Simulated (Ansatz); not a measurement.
# r2SCAN0/STO-3G run of BNH6 (SMILES [BH3-][NH3+])

Aim: the electronic atomisation energy of BNH6 at r2SCAN0/STO-3G, from 4 runs. 

The calculation is run with Ansatz 0.2.0.

48 further runs of the same task are left out: 2 that didn't finish, 46 set aside as unsound or not needed.

### 1 The system as given

BNH6 has 8 atoms, charge 0, and is taken as a singlet. SMILES: `[BH3-][NH3+]`. The coordinates come from a PBE0-D4/def2-TZVP relaxation.

Bond lengths: B1–N2 1.639 Å, B1–H3 1.212 Å, B1–H4 1.212 Å, B1–H5 1.212 Å, N2–H6 1.015 Å, N2–H7 1.015 Å, N2–H8 1.015 Å. Some angles: B1–N2–H6 110.9°, B1–N2–H7 110.9°, B1–N2–H8 110.9°, N2–B1–H3 105.3°, N2–B1–H4 105.3°, N2–B1–H5 105.3°, H6–N2–H7 108.0°, H6–N2–H8 108.0°, H7–N2–H8 108.0°, H3–B1–H4 113.3°.

### 2 A single-point energy at r2SCAN0/STO-3G

molecule.yaml reads:

```yaml
crystal:
  periodic: [false, false, false]
  atoms:
    - {symbol: B, position_ang: [-0.191300, 0.250800, -0.775400]}
    - {symbol: "N", position_ang: [0.206500, -0.255100, 0.731700]}
    - {symbol: H, position_ang: [-0.078200, -0.728400, -1.481000]}
    - {symbol: H, position_ang: [-1.332600, 0.649700, -0.687200]}
    - {symbol: H, position_ang: [0.604400, 1.126600, -1.038400]}
    - {symbol: H, position_ang: [0.140800, 0.507000, 1.398700]}
    - {symbol: H, position_ang: [1.156600, -0.611300, 0.755300]}
    - {symbol: H, position_ang: [-0.414000, -0.996500, 1.040500]}
basis:
  gaussian: {orbitals: STO-3G}
accuracy: high
total_charge: 0
hamiltonian: {xc: {name: r2SCAN0}}
```

The run is started by

```bash
$ ansatz run molecule.yaml --threads 1 --pin off --max-ram 2610MiB --events-out events.jsonl --progress --plain --runs-dir runs
```

Standard output:

```text
Warning: RAYON_NUM_THREADS=1 ignored (pool sized by the plan → 1); use --threads N
Functional definition: r2SCAN0
  name "r2SCAN0"
  parameter a = 0.25
  parameter k0 = 0.174
  parameter k1 = 0.065
  parameter a1 = 4.9479
  exchange = (1 - a)*r2scan_x(k0 = k0, k1 = k1, a1 = a1) + a*exact_x
  correlation = r2scan_c
276 factors; integrals over basis functions are off by at most 8.0e-9 eV
mean field evaluation 1: about -2233.9940 eV, gradient 1.0e1 eV
mean field evaluation 2: about -2234.3959 eV, gradient 5.0e0 eV
mean field evaluation 4: about -2234.4624 eV, gradient 7.0e-2 eV
mean field evaluation 8: about -2234.4289 eV, gradient 4.1e-3 eV
mean field -2234.42894136 eV, -82.1137490447 hartree, gradient 7.1e-8 eV, S^2 0.000000; 0 other end points of the search recorded, 0 dependent functions left out
reference -2234.42894170 eV, -82.1137490571 hartree; 9, 9 occupied and 7, 7 virtual orbitals, 276 factors
Total energy: -2234.42894170 eV, -82.1137490571 hartree
```

Wall time 2.3 s (1 thread of Arm Neoverse V1, shared host); peak memory 0.14 GiB.

### 3 The B atom

molecule.yaml reads:

```yaml
crystal:
  periodic: [false, false, false]
  atoms:
    - {symbol: B, position_ang: [0.000000, 0.000000, 0.000000]}
basis:
  gaussian: {orbitals: STO-3G}
hamiltonian: {xc: {name: r2SCAN0}}
magnetization: {spin_polarized: true, initial_magnetization: 1}
accuracy: high
```

Run the same way, it converges to -24.25616 Eh (log not shown).

### 4 The H atom, same level

job.yaml reads:

```yaml
crystal:
  periodic: [false, false, false]
  atoms:
    - symbol: H
      position_ang: [0.000000, 0.000000, 0.000000]
basis:
  gaussian:
    orbitals: STO-3G
magnetization:
  spin_polarized: true
  initial_magnetization: 1
hamiltonian:
  xc: {name: r2SCAN0}
accuracy: high
```

Run the same way, it converges to -0.46649 Eh (log not shown).

### 5 The N atom at the same level

run.yaml reads:

```yaml
crystal:
  periodic: [false, false, false]
  atoms:
    - {symbol: "N", position_ang: [0.000000, 0.000000, 0.000000]}
basis:
  gaussian:
    orbitals: STO-3G
hamiltonian:
  xc: {name: r2SCAN0}
accuracy: high
magnetization:
  spin_polarized: true
  initial_magnetization: 3
```

The run is started by

```bash
$ ansatz run run.yaml --threads 1 --pin off --max-ram 2610MiB --events-out events.jsonl --progress --plain --runs-dir runs
```

Standard output, cut to the lines that bear on the results:

```text
Warning: RAYON_NUM_THREADS=1 ignored (pool sized by the plan → 1); use --threads N
[... 8 set-up lines as earlier in the session ...]
15 factors; integrals over basis functions are off by at most 1.1e-9 eV
mean field evaluation 1: about -1466.2487 eV, gradient 9.7e-11 eV
mean field evaluation 2: about -1466.2396 eV, gradient 3.6e-10 eV
mean field -1466.23964638 eV, -53.8833131514 hartree, gradient 0.0e0 eV, S^2 3.750000; 0 other end points of the search recorded, 0 dependent functions left out
reference -1466.23964652 eV, -53.8833131565 hartree; 5, 2 occupied and 0, 3 virtual orbitals, 15 factors
Total energy: -1466.23964652 eV, -53.8833131565 hartree
```

It took 0.58 s on 1 thread of Arm Neoverse V1, shared host; peak memory 0.094 GiB.

### 6 Outcome

Level: r2SCAN0/STO-3G.

| quantity | value |
| --- | --- |
| molecule: total energy | -82.11375 Eh |
| B atom: total energy | -24.25616 Eh |
| B atom: ⟨S²⟩ | 0.750 |
| H atom: total energy | -0.46649 Eh |
| H atom: ⟨S²⟩ | 0.750 |
| N atom: total energy | -53.88331 Eh |
| N atom: ⟨S²⟩ | 3.750 |
| electronic atomisation energy | 31.982 eV |

What this shows: Taking the molecule apart into free atoms costs 31.98 eV (738 kcal/mol), before zero-point energy and without spin-orbit coupling. In a minimal basis such a difference can be off by several eV, whatever the method.
